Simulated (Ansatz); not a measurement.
# C₃H₉B: how energies converge with the basis set

How large a basis does C₃H₉B need? Two functionals are run in growing sets.

Method: one geometry, several basis sets; program: Ansatz 0.2.0, Gaussian basis.

Levels to be run: PBE0-D4/def2-SVP; ωB97M-V/def2-SVP; PBE0-D4/def2-QZVPP; ωB97M-V/def2-QZVPP; the functionals' def2-TZVPP values are taken from earlier runs.

### Step 1. Structure used throughout

The geometry comes from an earlier relaxation with PBE0-D4 in a triple-zeta def2 set; it is a stationary point, not always the lowest conformer.

13 atoms, charge 0, spin multiplicity 1.

Atoms are counted from 1 here; the program's logs count them from 0.

Bond lengths: C1–B2 1.569 Å, C1–H5 1.092 Å, C1–H6 1.094 Å, C1–H7 1.101 Å, B2–C3 1.568 Å, B2–C4 1.568 Å, C3–H8 1.093 Å, C3–H9 1.093 Å, C3–H10 1.101 Å, C4–H11 1.093 Å, C4–H12 1.101 Å, C4–H13 1.093 Å. Angles: B2–C1–H5 115.0°, B2–C1–H6 113.3°, B2–C1–H7 106.5°, H5–C1–H6 109.4°, H5–C1–H7 106.7°, H6–C1–H7 105.3°, C1–B2–C3 119.6°, C1–B2–C4 120.6°, C3–B2–C4 119.8°, B2–C3–H8 114.1°, B2–C3–H9 114.6°, B2–C3–H10 105.8°, H8–C3–H9 109.6°, H8–C3–H10 105.7°, H9–C3–H10 106.2°, B2–C4–H11 114.2°, B2–C4–H12 106.3°, B2–C4–H13 114.2° and more.

### Step 2. PBE0-D4 in def2-SVP

File in.yaml:

```yaml
crystal:
  periodic: [false, false, false]
  atoms:
    - {symbol: C, position_ang: [-0.802529, 1.224876, -0.558168]}
    - {symbol: B, position_ang: [0.018689, -0.000335, -0.024033]}
    - {symbol: C, position_ang: [1.025643, 0.200395, 1.161073]}
    - {symbol: C, position_ang: [-0.194363, -1.430327, -0.631819]}
    - {symbol: H, position_ang: [-1.185602, 1.115261, -1.575030]}
    - {symbol: H, position_ang: [-0.266645, 2.174570, -0.472351]}
    - {symbol: H, position_ang: [-1.678863, 1.324588, 0.100093]}
    - {symbol: H, position_ang: [1.157828, -0.684473, 1.789433]}
    - {symbol: H, position_ang: [0.820020, 1.069624, 1.790776]}
    - {symbol: H, position_ang: [2.005876, 0.384682, 0.694457]}
    - {symbol: H, position_ang: [-0.455869, -1.431750, -1.692838]}
    - {symbol: H, position_ang: [-1.060263, -1.862454, -0.106959]}
    - {symbol: H, position_ang: [0.636477, -2.119259, -0.459834]}
basis:
  gaussian: {orbitals: def2-SVP}
hamiltonian: {xc: pbe0, dispersion: d4}
output: {orbitals: {seedname: orbitals}}
```

Run with:

```bash
ansatz run in.yaml --threads 4 --pin off --events-out ev --progress --plain --max-ram 10444MiB
```

The runs that follow: ωB97M-V in def2-SVP; PBE0-D4 in def2-QZVPP; ωB97M-V in def2-QZVPP.

Q: Predict the results of all the runs planned. Wanted: PBE0-D4: double and triple zeta above quadruple; ωB97M-V: double and triple zeta above quadruple.

As calculated:

| quantity | value |
| --- | --- |
| PBE0-D4: double and triple zeta above quadruple | 4.51, 0.24 eV |
| ωB97M-V: double and triple zeta above quadruple | 4.81, 0.23 eV |

What this shows: For PBE0-D4 the step from double to triple zeta gains 4.27 eV and the next only 0.24 eV. Total energies overstate the basis error of differences, where much of it tends to cancel.
